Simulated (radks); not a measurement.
**Ti⁺ in [Ar] 3d2 4s1: an all-electron calculation**

An exercise on one series of results from a longer session: the logs are not shown, and one member is left open.

Method: Dirac Kohn-Sham, PBE, spin-unpolarised, spherical densities, finite nucleus; open shells are shared between the two j in proportion to 2j + 1. Code: radks (a radial shooting solver on a logarithmic mesh, Libxc functionals) version 1.

## The atom as given

- element: titanium (Z = 22)
- charge: +1
- electrons: 21
- configuration: [Ar] 3d2 4s1
- nuclear rms radius: 3.5921 fm

The outer shells:

Ti⁺
```
[Ar] core
3d [↑ ][↑ ][  ][  ][  ]
4s [↑ ]
```

Set-up of the first run:

Settings of this run:

```text
Z 22
configuration [Ar] 3d2 4s1 4p0 5s0 4d0 4f0
relativity Dirac
functional pbe,pbe
spin unpolarised
j_filling average
nucleus finite rms 3.5921 fm
c 137.035999084
```

On the command line:

```
python run_ks.py task.json out
```

This one command runs every case of the session in turn.

Among the steps run: Self-consistent calculation.

One of the session's tables, all rows but one given; the rest of the session is left out.

It belongs to the step «Orbitals and density». Sizes of the orbitals, from the radial functions (bohr):

| level | <r> | outermost maximum (interpolated) | 90 % within | nodes |
| --- | --- | --- | --- | --- |
| 1s1/2 | 0.06959 | 0.0455 | 0.124 | 0 |
| 2s1/2 | 0.3247 | 0.269 | 0.505 | 1 |
| 2p1/2 | 0.2880 | 0.218 | 0.474 | 0 |
| 2p3/2 | 0.2907 | 0.220 | 0.478 | 0 |
| 3s1/2 | 1.007 | 0.870 | 1.51 | 2 |
| 3p1/2 | 1.080 | 0.898 | 1.67 | 1 |
| 3p3/2 | 1.088 | 0.905 | 1.68 | 1 |
| 3d3/2 | 1.516 | 0.978 | 2.65 | 0 |
| 3d5/2 | ? | ? | ? | ? |
| 4s1/2 | 3.190 | 2.75 | 4.72 | 3 |
| 4p1/2 | 3.933 | 3.34 | 5.87 | 2 |
| 4p3/2 | 3.954 | 3.36 | 5.90 | 2 |

Q: Estimate the row for 3d5/2 from the others.

**Answer.** <r>: 1.521; outermost maximum (interpolated): 0.980; 90 % within: 2.66; nodes: 0. In the column «<r>» it lies between 3d3/2 (1.516) and 4s1/2 (3.190).

Limits of these values: Spin polarisation and multiplet splitting are left out.
